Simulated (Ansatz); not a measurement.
**SnH₃F + H₂S: a complex and its separated parts, part 1 of 2**

Aim: how far the complex at one end of a reaction step lies below its separated, relaxed parts, level by level.

The runs use Ansatz 0.2.0, Gaussian basis; PBE0-D4/def2-TZVP structures, single points in def2-TZVPP, no counterpoise correction.

Levels: SPW92, PBE-D4, BLYP-D4, r2SCAN-D4, B97M-V, PBE0-D4, B3LYP-D4, r2SCAN0-D4, BHLYP-D4, CAM-B3LYP-D4, wB97X-V, wB97M-V, B2PLYP, PBE-QIDH, RPA on PBE, Hartree-Fock, MP2, CCSD, CCSD(T).

Cores are frozen in the correlated methods. Filled d shells of the heavier atoms are correlated. Core potentials replace the inner electrons past krypton, and spin-orbit coupling is left out. B3LYP uses VWN-RPA correlation. B2PLYP carries no dispersion term here.

90 further runs of the same task are left out: 2 that didn't finish, 88 set aside as unsound or not needed.

**1. Starting geometry**

The complex: 8 atoms, charge 0, spin multiplicity 1.

Atoms are counted from 1 here; the program's logs count them from 0.

Bond lengths: Sn1–H3 1.697 Å, Sn1–H4 1.698 Å, Sn1–H5 1.704 Å, Sn1–F7 1.939 Å, S2–H6 1.346 Å, S2–H8 1.342 Å. Angles: H3–Sn1–H4 115.3°, H3–Sn1–H5 113.5°, H3–Sn1–F7 105.4°, H4–Sn1–H5 113.2°, H4–Sn1–F7 105.2°, H5–Sn1–F7 102.6°, H6–S2–H8 92.5°.

As a file:

```mol
FH5SSn
  3D, bonds by distance, orders not assigned

  8  6  0  0  0  0  0  0  0  0999 V2000
   -0.9837   -0.7367   -0.6523 Sn  0  0
    1.3469    1.8466    0.7737 S   0  0
   -0.9838    0.5824   -1.7198 H   0  0
   -1.5541   -0.4039    0.9119 H   0  0
   -1.6499   -2.1538   -1.3235 H   0  0
    1.7663    0.6270    0.3899 H   0  0
    0.8815   -1.2135   -0.4242 F   0  0
    1.1768    1.4520    2.0445 H   0  0
  1  3  8  0
  1  4  8  0
  1  5  8  0
  1  7  8  0
  2  6  8  0
  2  8  8  0
M  END
```

Its parts: SnH₃F holds atoms 1, 3, 4, 5, 7; H₂S holds atoms 2, 6, 8. Each part counts its atoms afresh in its own runs.

**2. Relaxing SnH₃F alone**

relax-a/in.yaml reads:

```yaml
crystal:
  periodic: [false, false, false]
  atoms:
    - {symbol: Sn, position_ang: [-0.983704, -0.736716, -0.652320]}
    - {symbol: H, position_ang: [-0.983847, 0.582402, -1.719821]}
    - {symbol: H, position_ang: [-1.554091, -0.403916, 0.911907]}
    - {symbol: H, position_ang: [-1.649870, -2.153800, -1.323493]}
    - {symbol: F, position_ang: [0.881547, -1.213528, -0.424197]}
basis:
  gaussian: {orbitals: def2-TZVP}
hamiltonian: {xc: pbe0, dispersion: d4}
relax: {f_tol: 0.005, max_steps: 200}
```

Launch:

```
> ansatz run in.yaml --threads 4 --pin off --events-out ev --progress --plain --max-ram 9574MiB
```

Standard output, shortened:

```text
Functional definition: PBE0
  name "PBE0"
  cite "Adamo & Barone, J. Chem. Phys. 110, 6158 (1999) doi:10.1063/1.478522"
  cite "Perdew, Burke & Ernzerhof, Phys. Rev. Lett. 77, 3865 (1996) doi:10.1103/PhysRevLett.77.3865"
  parent pbe
[...]
749 factors; their error is unknown
[...]
mean field -8596.08145706 eV, -315.9001669138 hartree, gradient 1.2e-5 eV, S^2 0.000000; 0 other end points of the search recorded, 0 dependent functions left out
[...]
reference -8596.08148843 eV, -315.9001680664 hartree; 17, 17 occupied and 82, 82 virtual orbitals, 749 factors
[...]
reference -8596.08676478 eV, -315.9003619687 hartree; 17, 17 occupied and 82, 82 virtual orbitals, 749 factors
Total energy: -8596.13423601 eV, -315.9021065045 hartree
Atom 0 at    -0.979331    -0.756663    -0.657242 Å, force    -0.000328     0.000281     0.000051 eV/Å
Atom 1 at    -0.977977     0.579892    -1.708839 Å, force    -0.000184    -0.000332     0.000196 eV/Å
Atom 2 at    -1.544648    -0.398004     0.906095 Å, force    -0.000059    -0.000113    -0.000431 eV/Å
Atom 3 at    -1.668875    -2.157825    -1.330659 Å, force    -0.000039     0.000332     0.000123 eV/Å
Atom 4 at     0.880866    -1.192958    -0.417279 Å, force     0.000610    -0.000168     0.000061 eV/Å
Dipole moment:    -0.549937     0.128970    -0.070948 e Å
```

It took 8.5 s on 4 threads of AMD EPYC, shared host.

Along the way:

```csv
step,energy from step 1 (eV),largest force component (eV/Å)
1,0.0000,0.2902
2,-0.0039,0.0837
3,-0.0053,0.0188
4,-0.0053,0.0006
```

Close pairs (by a distance rule), those that changed most:

```csv
bond,before (Å),after (Å),change (Å)
Sn1–F5,1.939,1.926,-0.013
Sn1–H2,1.697,1.701,+0.004
Sn1–H4,1.704,1.701,-0.003
Sn1–H3,1.698,1.701,+0.003
```

**3. Relaxing H₂S alone**

relax-b/in.yaml reads:

```yaml
crystal:
  periodic: [false, false, false]
  atoms:
    - {symbol: S, position_ang: [1.346922, 1.846616, 0.773652]}
    - {symbol: H, position_ang: [1.766344, 0.626966, 0.389901]}
    - {symbol: H, position_ang: [1.176799, 1.451976, 2.044471]}
basis:
  gaussian: {orbitals: def2-TZVP}
hamiltonian: {xc: pbe0, dispersion: d4}
relax: {f_tol: 0.005, max_steps: 200}
```

Launch:

```
> ansatz run in.yaml --threads 4 --pin off --events-out ev --progress --plain --max-ram 9574MiB
```

Standard output, shortened:

```text
[... 5 set-up lines as earlier in the session ...]
[...]
359 factors; their error is unknown
[...]
mean field -10864.45019673 eV, -399.2611805409 hartree, gradient 3.2e-5 eV, S^2 0.000000; 0 other end points of the search recorded, 0 dependent functions left out
[...]
reference -10864.45047985 eV, -399.2611909455 hartree; 9, 9 occupied and 40, 40 virtual orbitals, 359 factors
Total energy: -10864.46265935 eV, -399.2616385337 hartree
Atom 0 at     1.347393     1.845834     0.772484 Å, force    -0.000342     0.000553     0.000865 eV/Å
Atom 1 at     1.765162     0.629165     0.392536 Å, force     0.000179    -0.000640    -0.000014 eV/Å
Atom 2 at     1.177510     1.450559     2.043004 Å, force     0.000163     0.000087    -0.000851 eV/Å
Dipole moment:     0.032288    -0.209955     0.115991 e Å
```

Wall time 1.8 s (4 threads of AMD EPYC, shared host).

The steps of the relaxation:

| step | energy from step 1 (eV) | largest force component (eV/Å) |
| --- | --- | --- |
| 1 | 0.0000 | 0.1003 |
| 2 | -0.0002 | 0.0418 |
| 3 | -0.0003 | 0.0009 |

Distances of close pairs at the start and the end, largest changes first:

```csv
bond,before (Å),after (Å),change (Å)
S1–H2,1.346,1.341,-0.004
S1–H3,1.342,1.341,-0.000
```

**4. SPW92/def2-TZVPP**

parta/in.yaml reads:

```yaml
crystal:
  periodic: [false, false, false]
  atoms:
    - {symbol: Sn, position_ang: [-0.979331, -0.756663, -0.657242]}
    - {symbol: H, position_ang: [-0.977977, 0.579892, -1.708839]}
    - {symbol: H, position_ang: [-1.544648, -0.398004, 0.906095]}
    - {symbol: H, position_ang: [-1.668875, -2.157825, -1.330659]}
    - {symbol: F, position_ang: [0.880866, -1.192958, -0.417279]}
basis:
  gaussian: {orbitals: def2-TZVPP}
hamiltonian: {xc: lda}
```

partb/in.yaml reads:

```yaml
crystal:
  periodic: [false, false, false]
  atoms:
    - {symbol: S, position_ang: [1.347393, 1.845834, 0.772484]}
    - {symbol: H, position_ang: [1.765162, 0.629165, 0.392536]}
    - {symbol: H, position_ang: [1.177510, 1.450559, 2.043004]}
basis:
  gaussian: {orbitals: def2-TZVPP}
hamiltonian: {xc: lda}
```

One command serves all of them, each in its own folder.

Launch:

```
> ansatz run in.yaml --threads 4 --pin off --events-out ev --progress --plain --max-ram 9574MiB
```

Log of parta, shortened:

```text
Functional definition: SPW92
  name "SPW92"
  cite "Dirac, Proc. Camb. Phil. Soc. 26, 376 (1930) doi:10.1017/S0305004100016108"
  cite "Slater, Phys. Rev. 81, 385 (1951) doi:10.1103/PhysRev.81.385"
  cite "Perdew & Wang, Phys. Rev. B 45, 13244 (1992) doi:10.1103/PhysRevB.45.13244"
[...]
721 factors; their error is unknown
[...]
mean field -8571.22549455 eV, -314.9867271394 hartree, gradient 1.8e-5 eV, S^2 0.000000; 0 other end points of the search recorded, 0 dependent functions left out
reference -8571.22553418 eV, -314.9867285959 hartree; 17, 17 occupied and 106, 106 virtual orbitals, 721 factors
Total energy: -8571.22553418 eV, -314.9867285959 hartree
```

Output in partb, shortened:

```text
[... 5 set-up lines as earlier in the session ...]
[...]
402 factors; their error is unknown
[...]
mean field -10830.30345060 eV, -398.0063107662 hartree, gradient 4.1e-5 eV, S^2 0.000000; 0 other end points of the search recorded, 0 dependent functions left out
reference -10830.30347144 eV, -398.0063115321 hartree; 9, 9 occupied and 61, 61 virtual orbitals, 402 factors
Total energy: -10830.30347144 eV, -398.0063115321 hartree
```

Wall times: 1.1 s (parta), 0.52 s (partb) on 4 threads of AMD EPYC, shared host.

**5. PBE-D4/def2-TZVPP**

Each input of step 4 (parta, partb) changes in the same lines:

```diff
-hamiltonian: {xc: lda}
+hamiltonian: {xc: pbe, dispersion: d4}
```

Each run has its own folder and the same command.

Launch:

```
> ansatz run in.yaml --threads 4 --pin off --events-out ev --progress --plain --max-ram 9574MiB
```

Output in parta, shortened:

```text
Functional definition: PBE
  name "PBE"
[... 2 set-up lines as earlier in the session ...]
[...]
721 factors; their error is unknown
[...]
mean field -8595.77547102 eV, -315.8889221342 hartree, gradient 1.4e-5 eV, S^2 0.000000; 0 other end points of the search recorded, 0 dependent functions left out
reference -8595.77551419 eV, -315.8889237207 hartree; 17, 17 occupied and 106, 106 virtual orbitals, 721 factors
Total energy: -8595.83266028 eV, -315.8910238007 hartree
```

Output in partb, shortened:

```text
[... 4 set-up lines as earlier in the session ...]
[...]
402 factors; their error is unknown
[...]
mean field -10863.54269313 eV, -399.2278303989 hartree, gradient 4.5e-5 eV, S^2 0.000000; 0 other end points of the search recorded, 0 dependent functions left out
reference -10863.54271538 eV, -399.2278312166 hartree; 9, 9 occupied and 61, 61 virtual orbitals, 402 factors
Total energy: -10863.55775214 eV, -399.2283838072 hartree
```

Wall times: 1.4 s (parta), 0.51 s (partb) on 4 threads of AMD EPYC, shared host.

**6. BLYP-D4/def2-TZVPP**

Each input of step 5 (parta, partb) changes in the same lines:

```diff
-hamiltonian: {xc: pbe, dispersion: d4}
+hamiltonian: {xc: {name: BLYP}, dispersion: d4}
```

One command serves all of them, each in its own folder.

Launch:

```
> ansatz run in.yaml --threads 4 --pin off --events-out ev --progress --plain --max-ram 9574MiB
```

parta printed, shortened:

```text
Functional definition: BLYP
  name "BLYP"
  cite "Becke, Phys. Rev. A 38, 3098 (1988) doi:10.1103/PhysRevA.38.3098"
  cite "Lee, Yang & Parr, Phys. Rev. B 37, 785 (1988) doi:10.1103/PhysRevB.37.785"
[...]
721 factors; their error is unknown
[...]
mean field -8596.86364123 eV, -315.9289116517 hartree, gradient 1.3e-5 eV, S^2 0.000000; 0 other end points of the search recorded, 0 dependent functions left out
reference -8596.86396006 eV, -315.9289233685 hartree; 17, 17 occupied and 106, 106 virtual orbitals, 721 factors
Total energy: -8596.99123235 eV, -315.9336005388 hartree
```

Output in partb, shortened:

```text
[... 4 set-up lines as earlier in the session ...]
[...]
402 factors; their error is unknown
[...]
mean field -10868.21006563 eV, -399.3993531744 hartree, gradient 4.2e-5 eV, S^2 0.000000; 0 other end points of the search recorded, 0 dependent functions left out
reference -10868.21027949 eV, -399.3993610337 hartree; 9, 9 occupied and 61, 61 virtual orbitals, 402 factors
Total energy: -10868.24597149 eV, -399.4006726907 hartree
```

They took 1.4 s (parta), 0.56 s (partb) on 4 threads of AMD EPYC, shared host.

**7. r2SCAN-D4/def2-TZVPP**

The same edit goes into each in.yaml of step 6 (parta, partb):

```diff
-hamiltonian: {xc: {name: BLYP}, dispersion: d4}
+hamiltonian: {xc: r2scan, dispersion: d4}
```

Each run has its own folder and the same command.

Launch:

```
> ansatz run in.yaml --threads 4 --pin off --events-out ev --progress --plain --max-ram 9574MiB
```

Output in parta, shortened:

```text
Functional definition: r2SCAN
  name "r2SCAN"
  cite "Furness, Kaplan, Ning, Perdew & Sun, J. Phys. Chem. Lett. 11, 8208 (2020) doi:10.1021/acs.jpclett.0c02405"
  cite "Furness, Kaplan, Ning, Perdew & Sun, J. Phys. Chem. Lett. 11, 9248 (2020) doi:10.1021/acs.jpclett.0c03077"
  parent r2scan
[...]
721 factors; their error is unknown
[...]
mean field -8599.70335944 eV, -316.0332693710 hartree, gradient 1.8e-5 eV, S^2 0.000000; 0 other end points of the search recorded, 0 dependent functions left out
reference -8599.70337208 eV, -316.0332698355 hartree; 17, 17 occupied and 106, 106 virtual orbitals, 721 factors
Total energy: -8599.71591803 eV, -316.0337308906 hartree
```

Output in partb, shortened:

```text
[... 5 set-up lines as earlier in the session ...]
[...]
402 factors; their error is unknown
[...]
mean field -10867.52470513 eV, -399.3741666405 hartree, gradient 3.6e-5 eV, S^2 0.000000; 0 other end points of the search recorded, 0 dependent functions left out
reference -10867.52471182 eV, -399.3741668866 hartree; 9, 9 occupied and 61, 61 virtual orbitals, 402 factors
Total energy: -10867.52806009 eV, -399.3742899331 hartree
```

Wall times: 2.3 s (parta), 1.1 s (partb) on 4 threads of AMD EPYC, shared host.

**8. B97M-V/def2-TZVPP**

Each input of step 7 (parta, partb) changes in the same lines:

```diff
-hamiltonian: {xc: r2scan, dispersion: d4}
+hamiltonian: {xc: {name: B97M-V}}
```

One command serves all of them, each in its own folder.

Launch:

```
> ansatz run in.yaml --threads 4 --pin off --events-out ev --progress --plain --max-ram 9574MiB
```

Log of parta, shortened:

```text
Functional definition: B97M-V
  name "B97M-V"
  cite "Mardirossian & Head-Gordon, J. Chem. Phys. 142, 074111 (2015) doi:10.1063/1.4907719"
  cite "Becke, J. Chem. Phys. 107, 8554 (1997) doi:10.1063/1.475007"
  cite "Vydrov & Van Voorhis, J. Chem. Phys. 133, 244103 (2010) doi:10.1063/1.3521275"
  # Of w^i u^j: cxij and so on, Table III.
[...]
  gx(w, u) = cx00 + cx01*u + cx02*u^2 + (cx10 + cx11*u)*w
[...]
  gos(w, u) = cos00 + cos01*u + cos03*u^3 + cos10*w + cos32*w^3*u^2
[...]
      + integral(e_c_pw_mod_opposite_spin*gos(b97_w_opposite, b97_u_opposite)) + vv10(b, c)
721 factors; their error is unknown
[...]
mean field -8597.90070065 eV, -315.9670228826 hartree, gradient 5.0e-5 eV, S^2 0.000000; 0 other end points of the search recorded, 0 dependent functions left out
reference -8597.90076331 eV, -315.9670251854 hartree; 17, 17 occupied and 106, 106 virtual orbitals, 721 factors
Total energy: -8597.90076331 eV, -315.9670251854 hartree
```

Output in partb, shortened:

```text
[... 5 set-up lines as earlier in the session ...]
  # Of w^i u^j: cxij and so on, Table III.
[...]
  gx(w, u) = cx00 + cx01*u + cx02*u^2 + (cx10 + cx11*u)*w
[...]
  gos(w, u) = cos00 + cos01*u + cos03*u^3 + cos10*w + cos32*w^3*u^2
[...]
      + integral(e_c_pw_mod_opposite_spin*gos(b97_w_opposite, b97_u_opposite)) + vv10(b, c)
402 factors; their error is unknown
[...]
mean field -10865.55701309 eV, -399.3018552921 hartree, gradient 5.3e-5 eV, S^2 0.000000; 0 other end points of the search recorded, 0 dependent functions left out
reference -10865.55704774 eV, -399.3018565654 hartree; 9, 9 occupied and 61, 61 virtual orbitals, 402 factors
Total energy: -10865.55704774 eV, -399.3018565654 hartree
```

Wall times: 4.1 s (parta), 1.4 s (partb) on 4 threads of AMD EPYC, shared host.

**9. PBE0-D4/def2-TZVPP**

The same edit goes into each in.yaml of step 8 (parta, partb):

```diff
-hamiltonian: {xc: {name: B97M-V}}
+hamiltonian: {xc: pbe0, dispersion: d4}
+output: {orbitals: {seedname: orbitals}}
```

The same command starts each run, in its folder.

Launch:

```
> ansatz run in.yaml --threads 4 --pin off --events-out ev --progress --plain --max-ram 9574MiB
```

parta printed, shortened:

```text
[... 5 set-up lines as earlier in the session ...]
[...]
794 factors; their error is unknown
[...]
mean field -8596.10258280 eV, -315.9009432703 hartree, gradient 5.1e-5 eV, S^2 0.000000; 0 other end points of the search recorded, 0 dependent functions left out
reference -8596.10261247 eV, -315.9009443607 hartree; 17, 17 occupied and 106, 106 virtual orbitals, 794 factors
Total energy: -8596.15008370 eV, -315.9026888964 hartree
```

partb printed, shortened:

```text
[... 5 set-up lines as earlier in the session ...]
[...]
433 factors; their error is unknown
[...]
mean field -10864.48423193 eV, -399.2624313115 hartree, gradient 9.9e-6 eV, S^2 0.000000; 0 other end points of the search recorded, 0 dependent functions left out
reference -10864.48424855 eV, -399.2624319223 hartree; 9, 9 occupied and 61, 61 virtual orbitals, 433 factors
Total energy: -10864.49642804 eV, -399.2628795104 hartree
```

They took 1.8 s (parta), 0.55 s (partb) on 4 threads of AMD EPYC, shared host.

**10. B3LYP-D4/def2-TZVPP**

The same edit goes into each in.yaml of step 9 (parta, partb):

```diff
-hamiltonian: {xc: pbe0, dispersion: d4}
-output: {orbitals: {seedname: orbitals}}
+hamiltonian: {xc: {name: B3LYP}, dispersion: d4}
```

One command serves all of them, each in its own folder.

Launch:

```
> ansatz run in.yaml --threads 4 --pin off --events-out ev --progress --plain --max-ram 9574MiB
```

Output in parta, shortened:

```text
Functional definition: B3LYP
  name "B3LYP"
  cite "Stephens, Devlin, Chabalowski & Frisch, J. Phys. Chem. 98, 11623 (1994) doi:10.1021/j100096a001"
[... 2 set-up lines as earlier in the session ...]
  cite "Vosko, Wilk & Nusair, Can. J. Phys. 58, 1200 (1980) doi:10.1139/p80-159"
[...]
765 factors; their error is unknown
[...]
mean field -8600.84264690 eV, -316.0751374132 hartree, gradient 6.2e-5 eV, S^2 0.000000; 0 other end points of the search recorded, 0 dependent functions left out
reference -8600.84287675 eV, -316.0751458597 hartree; 17, 17 occupied and 106, 106 virtual orbitals, 765 factors
Total energy: -8600.93638862 eV, -316.0785823577 hartree
```

partb printed, shortened:

```text
[... 6 set-up lines as earlier in the session ...]
[...]
414 factors; their error is unknown
[...]
mean field -10868.95565920 eV, -399.4267532328 hartree, gradient 4.4e-6 eV, S^2 0.000000; 0 other end points of the search recorded, 0 dependent functions left out
reference -10868.95581692 eV, -399.4267590290 hartree; 9, 9 occupied and 61, 61 virtual orbitals, 414 factors
Total energy: -10868.98025207 eV, -399.4276570043 hartree
```

They took 1.9 s (parta), 0.61 s (partb) on 4 threads of AMD EPYC, shared host.

**11. r2SCAN0-D4/def2-TZVPP**

The same edit goes into each in.yaml of step 10 (parta, partb):

```diff
-hamiltonian: {xc: {name: B3LYP}, dispersion: d4}
+hamiltonian: {xc: {name: r2SCAN0}, dispersion: d4}
```

Each run has its own folder and the same command.

Launch:

```
> ansatz run in.yaml --threads 4 --pin off --events-out ev --progress --plain --max-ram 9574MiB
```

parta printed, shortened:

```text
Functional definition: r2SCAN0
  name "r2SCAN0"
  cite "Bursch, Neugebauer, Ehlert & Grimme, J. Chem. Phys. 156, 134105 (2022) doi:10.1063/5.0086040"
[... 3 set-up lines as earlier in the session ...]
[...]
794 factors; their error is unknown
[...]
mean field -8598.54062167 eV, -315.9905395464 hartree, gradient 1.9e-5 eV, S^2 0.000000; 0 other end points of the search recorded, 0 dependent functions left out
reference -8598.54063134 eV, -315.9905399015 hartree; 17, 17 occupied and 106, 106 virtual orbitals, 794 factors
Total energy: -8598.55563360 eV, -315.9910912243 hartree
```

partb printed, shortened:

```text
[... 6 set-up lines as earlier in the session ...]
[...]
433 factors; their error is unknown
[...]
mean field -10867.41044664 eV, -399.3699677185 hartree, gradient 2.1e-5 eV, S^2 0.000000; 0 other end points of the search recorded, 0 dependent functions left out
reference -10867.41045198 eV, -399.3699679148 hartree; 9, 9 occupied and 61, 61 virtual orbitals, 433 factors
Total energy: -10867.41431002 eV, -399.3701096954 hartree
```

Wall times: 2.7 s (parta), 1.1 s (partb) on 4 threads of AMD EPYC, shared host.

**12. BHLYP-D4/def2-TZVPP**

Each input of step 11 (parta, partb) changes in the same lines:

```diff
-hamiltonian: {xc: {name: r2SCAN0}, dispersion: d4}
+hamiltonian: {xc: {name: BHLYP}, dispersion: d4}
```

The same command starts each run, in its folder.

Launch:

```
> ansatz run in.yaml --threads 4 --pin off --events-out ev --progress --plain --max-ram 9574MiB
```

Output in parta, shortened:

```text
Functional definition: BHLYP
  name "BHLYP"
  cite "Becke, J. Chem. Phys. 98, 1372 (1993) doi:10.1063/1.464304"
[... 2 set-up lines as earlier in the session ...]
[...]
836 factors; their error is unknown
[...]
mean field -8595.72527441 eV, -315.8870774427 hartree, gradient 1.9e-5 eV, S^2 0.000000; 0 other end points of the search recorded, 0 dependent functions left out
reference -8595.72542373 eV, -315.8870829301 hartree; 17, 17 occupied and 106, 106 virtual orbitals, 836 factors
Total energy: -8595.79961512 eV, -315.8898094134 hartree
```

Output in partb, shortened:

```text
[... 5 set-up lines as earlier in the session ...]
[...]
453 factors; their error is unknown
[...]
mean field -10868.25161722 eV, -399.4008801672 hartree, gradient 1.3e-5 eV, S^2 0.000000; 0 other end points of the search recorded, 0 dependent functions left out
reference -10868.25172392 eV, -399.4008840884 hartree; 9, 9 occupied and 61, 61 virtual orbitals, 453 factors
Total energy: -10868.26805104 eV, -399.4014840989 hartree
```

Wall times: 2.2 s (parta), 0.66 s (partb) on 4 threads of AMD EPYC, shared host.

**13. CAM-B3LYP-D4/def2-TZVPP**

Each input of step 12 (parta, partb) changes in the same lines:

```diff
-hamiltonian: {xc: {name: BHLYP}, dispersion: d4}
+hamiltonian: {xc: {name: CAM-B3LYP}, dispersion: d4}
```

Each run has its own folder and the same command.

Launch:

```
> ansatz run in.yaml --threads 4 --pin off --events-out ev --progress --plain --max-ram 9574MiB
```

Output in parta, shortened:

```text
Functional definition: CAM-B3LYP
  name "CAM-B3LYP"
  cite "Yanai, Tew & Handy, Chem. Phys. Lett. 393, 51 (2004) doi:10.1016/j.cplett.2004.06.011"
  cite "Iikura, Tsuneda, Yanai & Hirao, J. Chem. Phys. 115, 3540 (2001) doi:10.1063/1.1383587"
[... 2 set-up lines as earlier in the session ...]
[...]
  # Exact exchange under (alpha + beta erf(omega r))/r, Becke's under what is left of 1/r.
[...]
765 factors; their error is unknown
177 factors; integrals over basis functions are off by at most 1.1e-5 eV
[...]
mean field -8597.67315555 eV, -315.9586607542 hartree, gradient 2.9e-5 eV, S^2 0.000000; 0 other end points of the search recorded, 0 dependent functions left out
reference -8597.67326724 eV, -315.9586648587 hartree; 17, 17 occupied and 106, 106 virtual orbitals, 765 factors
Total energy: -8597.72135330 eV, -315.9604319889 hartree
```

Log of partb, shortened:

```text
[... 6 set-up lines as earlier in the session ...]
[...]
  # Exact exchange under (alpha + beta erf(omega r))/r, Becke's under what is left of 1/r.
[...]
414 factors; their error is unknown
87 factors; integrals over basis functions are off by at most 9.9e-5 eV
[...]
mean field -10868.61808834 eV, -399.4143477326 hartree, gradient 1.9e-5 eV, S^2 0.000000; 0 other end points of the search recorded, 0 dependent functions left out
reference -10868.61816542 eV, -399.4143505653 hartree; 9, 9 occupied and 61, 61 virtual orbitals, 414 factors
Total energy: -10868.63012067 eV, -399.4147899126 hartree
```

Wall times: 2.5 s (parta), 0.71 s (partb) on 4 threads of AMD EPYC, shared host.

(Continued in part 2 of 2.)
